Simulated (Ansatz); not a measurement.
# BrClH4N2Si: the cost of one run

Computed with Ansatz 0.2.0, Gaussian basis. Level: the settings change from run to run.

## 1. The relaxed structure

The geometry comes from an earlier relaxation with PBE0-D4 in a triple-zeta def2 set; it is a stationary point, not always the lowest conformer.

SMILES `N[Si](N)(Cl)Br`, 9 atoms, charge 0, spin multiplicity 1.

Atoms are counted from 1 here; the program's logs count them from 0.

Bond lengths: N1–Si2 1.690 Å, N1–H6 1.007 Å, N1–H7 1.007 Å, Si2–N3 1.689 Å, Si2–Cl4 2.056 Å, Si2–Br5 2.227 Å, N3–H8 1.008 Å, N3–H9 1.006 Å. Angles: Si2–N1–H6 119.7°, Si2–N1–H7 120.2°, H6–N1–H7 112.4°, N1–Si2–N3 109.0°, N1–Si2–Cl4 104.7°, N1–Si2–Br5 116.6°, N3–Si2–Cl4 116.7°, N3–Si2–Br5 104.5°, Cl4–Si2–Br5 105.8°, Si2–N3–H8 119.9°, Si2–N3–H9 120.6°, H8–N3–H9 112.7°.

## 2. LC-wPBE/def2-mTZVP

This run has a grid of angular degree 47.

File in.yaml:

```yaml
crystal:
  periodic: [false, false, false]
  atoms:
    - {symbol: N, position_ang: [-0.571463, 1.271006, -0.470529]}
    - {symbol: Si, position_ang: [0.239613, -0.204873, -0.327266]}
    - {symbol: N, position_ang: [-0.030681, -0.831734, 1.217811]}
    - {symbol: Cl, position_ang: [-0.437465, -1.326735, -1.911523]}
    - {symbol: Br, position_ang: [2.457286, -0.148100, -0.526476]}
    - {symbol: H, position_ang: [-0.402678, 2.000410, 0.203610]}
    - {symbol: H, position_ang: [-0.804256, 1.635087, -1.379686]}
    - {symbol: H, position_ang: [-0.972815, -0.947934, 1.555584]}
    - {symbol: H, position_ang: [0.610959, -1.493424, 1.621374]}
basis:
  gaussian: {orbitals: def2-mTZVP, final_grid: {core_spheres: 20, valence_spheres: 16, degree: 47}}
hamiltonian: {xc: {name: LC-wPBE}}
output: {forces: true}
```

Started as:

```sh
ansatz run in.yaml --threads 4 --pin off --events-out ev --progress --plain --max-ram 10444MiB
```

What time and memory should one allow on 4 threads of Arm Neoverse V1, shared host?

About 3.1 s, with a peak of 0.28 GiB.
